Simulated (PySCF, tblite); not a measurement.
# C₃H₁₂GeN₂: geometry, infrared bands and NMR shifts

Aim: predict the infrared bands and NMR shifts of C₃H₁₂GeN₂ (`CC(C)N[NH][GeH3]`).

Computed with tblite 0.8.0 and PySCF 2.14.0, with density-fitted response routines of our own, on a single molecule in the gas phase. Atoms are numbered from 0 throughout.

## (1) The molecule as given

18 atoms, charge 0, multiplicity 1; geometry from: force field or distance geometry start.

Bonds of the start (Å): C0–C1 1.51, C1–C2 1.51, C1–N3 1.45, N3–N4 1.38, N4–Ge5 1.86, C0–H6 1.12, C0–H7 1.11, C0–H8 1.12, C1–H9 1.14, C2–H10 1.13, C2–H11 1.12, C2–H12 1.09, N3–H13 1.02, N4–H14 1.05, Ge5–H15 1.58, Ge5–H16 1.55, Ge5–H17 1.57.

## (2) Geometry optimisation with GFN2-xTB

What the job is given:

```
{"job": {"kind": "relax", "xc": "GFN2-xTB", "basis": "xTB"}, "charge": 0, "multiplicity": 1}
C     -0.699200     1.371200    -0.374400
C     -1.068100    -0.032200     0.046700
C     -2.105400    -0.571800    -0.901500
N      0.056900    -0.938400    -0.048700
N      1.137400    -0.595600     0.739900
Ge     2.487000     0.030100    -0.374000
H     -1.558400     2.082800    -0.329600
H      0.154300     1.790400     0.193800
H     -0.396800     1.282700    -1.447600
H     -1.449700    -0.013500     1.117500
H     -2.115100    -1.688500    -0.756800
H     -3.125400    -0.151400    -0.713300
H     -1.732200    -0.400300    -1.908200
H      0.255900    -1.304900    -0.984700
H      1.458800    -1.453900     1.256900
H      3.692100     0.634300     0.445500
H      1.992000     1.164100    -1.308100
H      3.007100    -1.198700    -1.194500
```

The run is started by

```bash
> OMP_NUM_THREADS=1 python probes_run.py task.json out
```

The driver reads the jobs from task.json and runs them one after another.

Standard output:

```text
step      E/eV     max force
  0    -551.13396    1.913
  1    -551.34940    1.205
  2    -551.46456    0.720
  3    -551.52997    0.497
  4    -551.56960    0.389
  5    -551.59438    0.372
  6    -551.61100    0.393
  7    -551.63087    0.338
  8    -551.64963    0.352
  9    -551.66422    0.306
 10    -551.67458    0.242
 11    -551.68378    0.296
 12    -551.69450    0.342
 13    -551.70618    0.341
 14    -551.71659    0.262
 15    -551.72467    0.256
 16    -551.73091    0.216
 17    -551.73677    0.187
 18    -551.74228    0.178
 19    -551.74677    0.169
 20    -551.75100    0.150
 21    -551.75527    0.134
 22    -551.75889    0.138
 23    -551.76164    0.118
 24    -551.76384    0.109
 25    -551.76602    0.140
 26    -551.76830    0.119
 27    -551.77018    0.086
 28    -551.77138    0.172
 29    -551.77255    0.080
 30    -551.77367    0.088
 31    -551.77522    0.100
 32    -551.77609    0.080
 33    -551.77744    0.076
 34    -551.77854    0.103
 35    -551.77998    0.106
 36    -551.78147    0.077
 37    -551.78293    0.086
 38    -551.78398    0.072
 39    -551.78481    0.062
 40    -551.78561    0.076
 41    -551.78649    0.095
 42    -551.78755    0.085
 43    -551.78881    0.102
 44    -551.79024    0.097
 45    -551.79164    0.097
 46    -551.79281    0.099
 47    -551.79377    0.071
 48    -551.79480    0.064
 49    -551.79618    0.088
 50    -551.79786    0.095
 51    -551.79925    0.071
 52    -551.80008    0.072
 53    -551.80057    0.063
 54    -551.80098    0.055
 55    -551.80135    0.044
 56    -551.80166    0.042
 57    -551.80192    0.050
 58    -551.80217    0.049
 59    -551.80247    0.048
 60    -551.80277    0.040
 61    -551.80302    0.030
 62    -551.80319    0.034
 63    -551.80333    0.035
 64    -551.80352    0.037
 65    -551.80378    0.046
 66    -551.80407    0.039
 67    -551.80435    0.039
 68    -551.80462    0.035
 69    -551.80487    0.039
 70    -551.80515    0.042
 71    -551.80543    0.037
 72    -551.80569    0.040
 73    -551.80596    0.037
 74    -551.80629    0.051
 75    -551.80662    0.048
 76    -551.80684    0.037
 77    -551.80699    0.026
 78    -551.80710    0.027
 79    -551.80720    0.029
 80    -551.80729    0.019
 81    -551.80735    0.015
 82    -551.80739    0.011
 83    -551.80741    0.011
 84    -551.80742    0.008
```

It took 0.74 s on 1 thread of Intel Xeon Platinum 8259CL at 2.50GHz, shared host; peak memory 0.18 GiB.

Relaxation path: (not every step is listed)

```csv
step,energy from step 0 (eV),largest force (eV/Å)
0,0.0000,1.9128
1,-0.2154,1.2050
2,-0.3306,0.7200
3,-0.3960,0.4969
4,-0.4356,0.3892
5,-0.4604,0.3720
6,-0.4770,0.3926
7,-0.4969,0.3376
8,-0.5157,0.3524
15,-0.5907,0.2556
22,-0.6249,0.1383
29,-0.6386,0.0799
36,-0.6475,0.0774
43,-0.6549,0.1017
50,-0.6639,0.0954
57,-0.6680,0.0504
64,-0.6696,0.0372
71,-0.6715,0.0373
78,-0.6731,0.0273
79,-0.6732,0.0289
80,-0.6733,0.0189
81,-0.6734,0.0146
82,-0.6734,0.0112
83,-0.6735,0.0112
84,-0.6735,0.0079
```

Distances of close pairs at the start and the end, largest changes first:

```csv
bond,before (Å),after (Å),change (Å)
Ge5–H15,1.578,1.491,-0.087
N3–N4,1.381,1.441,+0.060
Ge5–H17,1.566,1.509,-0.058
Ge5–H16,1.550,1.499,-0.051
N4–Ge5,1.858,1.810,-0.048
C1–H9,1.137,1.096,-0.041
C2–H10,1.126,1.086,-0.040
N4–H14,1.052,1.015,-0.037
```

The end geometry stands in the next job.

## (3) Infrared spectrum with GFN2-xTB

What the job is given:

```
{"job": {"kind": "ir", "xc": "GFN2-xTB", "basis": "xTB"}, "charge": 0, "multiplicity": 1}
C     -0.857699     1.392966    -0.482563
C     -1.065594    -0.060870    -0.055574
C     -2.256559    -0.685887    -0.775784
N      0.100999    -0.905911    -0.310202
N      1.229072    -0.492945     0.485731
Ge     2.812541    -0.095167    -0.295803
H     -1.714169     2.001813    -0.204723
H      0.029114     1.796594     0.003799
H     -0.722833     1.451242    -1.562268
H     -1.233582    -0.096409     1.027171
H     -2.373218    -1.722505    -0.472591
H     -3.167693    -0.142875    -0.539862
H     -2.103332    -0.656881    -1.852654
H      0.352793    -0.806333    -1.293285
H      1.276961    -1.108399     1.291358
H      3.749799     0.170724     0.832633
H      2.562769     1.126098    -1.128562
H      3.371871    -1.158935    -1.207996
```

Standard output:

```text
mode    cm-1     km/mol
  1      32.9      0.84
  2      70.7      0.11
  3     114.0      0.21
  4     190.0      0.01
  5     198.3      0.28
  6     226.2      0.21
  7     258.4      4.00
  8     334.8      1.61
  9     403.6     15.79
 10     454.3     10.46
 11     523.9     34.99
 12     551.3    160.61
 13     599.5    102.72
 14     675.2    139.16
 15     772.1    217.22
 16     801.5    202.63
 17     842.7     43.90
 18     865.3    137.05
 19     910.4     28.76
 20     941.6      5.85
 21     955.8      1.35
 22     976.2      2.20
 23    1093.0     18.12
 24    1141.8     28.01
 25    1164.1     15.89
 26    1171.2     29.25
 27    1256.1     13.16
 28    1309.1      8.35
 29    1318.8     32.35
 30    1394.6      6.06
 31    1408.0      8.39
 32    1418.8      4.41
 33    1487.3      1.00
 34    1489.6      0.77
 35    1496.8      1.74
 36    1502.0      6.52
 37    1911.6    299.56
 38    1995.8    408.64
 39    2079.4    470.15
 40    2928.2     37.51
 41    3010.1     31.91
 42    3019.9     28.91
 43    3028.7     51.96
 44    3036.9     16.69
 45    3045.2     53.49
 46    3052.3     25.47
 47    3280.2     17.26
 48    3329.7      8.38
```

It took 0.8 s on 1 thread of Intel Xeon Platinum 8259CL at 2.50GHz, shared host; peak memory 0.18 GiB.

Which atoms move in the most intense modes:

```csv
cm⁻¹,km/mol,atoms
551,160.6,"H15 28 %, H17 21 %, H14 18 %, N4 10 %"
675,139.2,"N4 31 %, H14 24 %, H15 12 %"
772,217.2,"H16 48 %, H15 38 %"
802,202.6,"H15 55 %, H17 31 %, H16 12 %"
865,137.1,"H16 45 %, H17 44 %"
1912,299.6,H17 89 %
1996,408.6,"H16 79 %, H15 12 %"
2079,470.1,"H15 82 %, H16 15 %"
```

## (4) Nuclear shieldings: PBE0/pcSseg-1

The job, as its differences from that of step 3:

```diff
@@ -1,2 +1,2 @@
-{"job": {"kind": "ir", "xc": "GFN2-xTB", "basis": "xTB"}, "charge": 0, "multiplicity": 1}
+{"job": {"kind": "nmr", "xc": "PBE0", "basis": "pcSseg-1"}, "charge": 0, "multiplicity": 1}
 C     -0.857699     1.392966    -0.482563
```

With the program's defaults for keys left out, this is: GIAO PBE0/pcSseg-1 NMR shielding, non-relativistic, gas phase.

Standard output:

```text
coarse grid: 62864 points
cycle   1  E = -2307.1356336191  dE = -2.341e-01  |g| = 9.219e-01  |ddm| = 3.700e+00
cycle   2  E = -2307.1097491265  dE =  2.588e-02  |g| = 9.422e-01  |ddm| = 1.031e+00
cycle   3  E = -2307.2120058628  dE = -1.023e-01  |g| = 1.255e-01  |ddm| = 6.543e-01
cycle   4  E = -2307.2144365846  dE = -2.431e-03  |g| = 5.744e-02  |ddm| = 1.414e-01
cycle   5  E = -2307.2151082036  dE = -6.716e-04  |g| = 6.816e-03  |ddm| = 5.546e-02
cycle   6  E = -2307.2151169416  dE = -8.738e-06  |g| = 2.639e-03  |ddm| = 8.364e-03
final grid: 133112 points
cycle   7  E = -2307.2150989268  dE =  1.212e-06  |g| = 3.580e-03  |ddm| = 5.418e-03
cycle   8  E = -2307.2150962220  dE =  2.705e-06  |g| = 5.055e-03  |ddm| = 6.983e-03
cycle   9  E = -2307.2151017663  dE = -5.544e-06  |g| = 3.224e-04  |ddm| = 4.041e-03
cycle  10  E = -2307.2151017871  dE = -2.082e-08  |g| = 2.878e-05  |ddm| = 2.253e-04
cycle  11  E = -2307.2151017873  dE = -1.692e-10  |g| = 8.709e-06  |ddm| = 3.735e-05
converged SCF energy = -2307.2151017873

GIAO shielding tensors (ppm)
atom      isotropic    diamagn.    paramagn.     s11        s22        s33       span
  0 C      164.313     249.862     -85.549    140.629    165.927    186.382     45.753
  1 C      127.474     243.581    -116.107    108.147    117.254    157.021     48.874
  2 C      163.416     246.954     -83.538    146.223    155.393    188.633     42.411
  3 N      148.325     317.772    -169.447    103.326    148.486    193.162     89.836
  4 N      204.216     320.234    -116.018    150.163    156.552    305.934    155.770
  5 Ge    1469.680    2756.273   -1286.593   1321.706   1421.197   1666.137    344.432
  6 H       30.779      30.749       0.029     26.352     28.102     37.883     11.531
  7 H       29.295      31.916      -2.621     24.486     30.067     33.333      8.847
  8 H       31.626      32.136      -0.509     28.634     29.906     36.339      7.705
  9 H       29.113      32.405      -3.292     25.934     28.139     33.266      7.332
 10 H       30.312      29.509       0.803     25.925     28.051     36.960     11.035
 11 H       30.649      29.085       1.563     26.340     28.116     37.490     11.150
 12 H       31.202      30.407       0.795     27.775     29.641     36.189      8.415
 13 H       30.647      35.853      -5.206     22.499     33.309     36.134     13.635
 14 H       29.725      33.194      -3.469     19.613     29.730     39.834     20.221
 15 H       27.402      28.639      -1.237     20.617     22.428     39.161     18.544
 16 H       27.430      29.749      -2.319     20.004     24.701     37.584     17.579
 17 H       26.977      28.637      -1.660     20.040     22.067     38.823     18.782
```

Run time: 37 s. Hardware: 1 thread of Intel Xeon Platinum 8259CL at 2.50GHz, shared host; peak memory 0.78 GiB.

Shifts follow as δ = σ(reference) − σ, with reference shieldings (ppm) from runs at the same level and on the same kind of geometry: 1H TMS 31.72, 13C TMS 186.9, 15N NH3 267.7, 73Ge GeMe4 1331. The references are single molecules in the gas phase, so shifts against H2O, NH3, PH3, H3PO4 or CFCl3 are not on the usual liquid scales and can be off by tens of ppm. Atoms listed in one row are averaged.

```csv
atoms,environment,σ (ppm),δ (ppm)
C1,sp3 CH bonded to N,127.5,59.5
"C0, C2",methyl carbon,163.9,23.1
"H15, H16, H17",hydrogen on a germanium bonded to N,27.27,4.45
H9,hydrogen on an sp3 CH bonded to N,29.11,2.60
H14,"hydrogen on a nitrogen bonded to Ge, N",29.73,1.99
"H6, H7, H8, H10, H11, H12",hydrogen on a methyl carbon,30.64,1.07
H13,"hydrogen on a nitrogen bonded to C, N",30.65,1.07
N3,"nitrogen bonded to C, N, H",148.3,119.4
N4,"nitrogen bonded to Ge, N, H",204.2,63.5
Ge5,"germanium bonded to N, 3 H",1470,-139
```

Charges from the same density, by scheme (e):

| atoms | Mulliken | IAO | Hirshfeld | ESP fit |
| --- | --- | --- | --- | --- |
| C0, C2 | -0.22 | -0.43 | -0.13 | -0.63 |
| C1 | -0.16 | 0.01 | 0.01 | 0.54 |
| N3 | -0.31 | -0.33 | -0.13 | -0.62 |
| N4 | -0.57 | -0.57 | -0.21 | -0.63 |
| Ge5 | 0.42 | 0.61 | 0.34 | 0.39 |

Mayer bond orders: C0–C1 1.02, C1–C2 1.03, C1–N3 0.93, N3–N4 0.96, N4–Ge5 0.89.

## (5) Results

| quantity | value |
| --- | --- |
| strongest single infrared mode (GFN2-xTB) | 2079 cm⁻¹, 470 km/mol |
| zero-point energy (GFN2-xTB) | 91.6 kcal/mol |
| 13C shifts against TMS (PBE0/pcSseg-1, means over atoms taken as alike) | 59.5, 23.1 ppm |
| 1H shifts against TMS (PBE0/pcSseg-1, means over atoms taken as alike) | 4.45, 2.60, 1.99, 1.07, 1.07 ppm |
| 15N shifts against NH3 (PBE0/pcSseg-1) | 119.4, 63.5 ppm |
| 73Ge shifts against GeMe4 (PBE0/pcSseg-1) | -139 ppm |

What this shows: Over 84 steps the energy fell by 0.673 eV; of the close pairs, Ge5–H15 changed most, 1.578 to 1.491 Å. All 48 modes are real, so the xTB geometry is a minimum. The strongest single mode, at 2079 cm⁻¹, moves mainly H15. Unscaled tight-binding wavenumbers are off by several per cent, some by more. Its intensities can rank the bands wrongly. C1 (sp3 CH bonded to N) lies farthest downfield among carbon, at 59.5 ppm; pulled downfield by the heteroatom. At PBE0/pcSseg-1: The largest span, 344 ppm, is at Ge5, where the paramagnetic term is -1287 ppm. Spin-orbit coupling is left out, which matters for shieldings and couplings at and beside the heavy atoms.
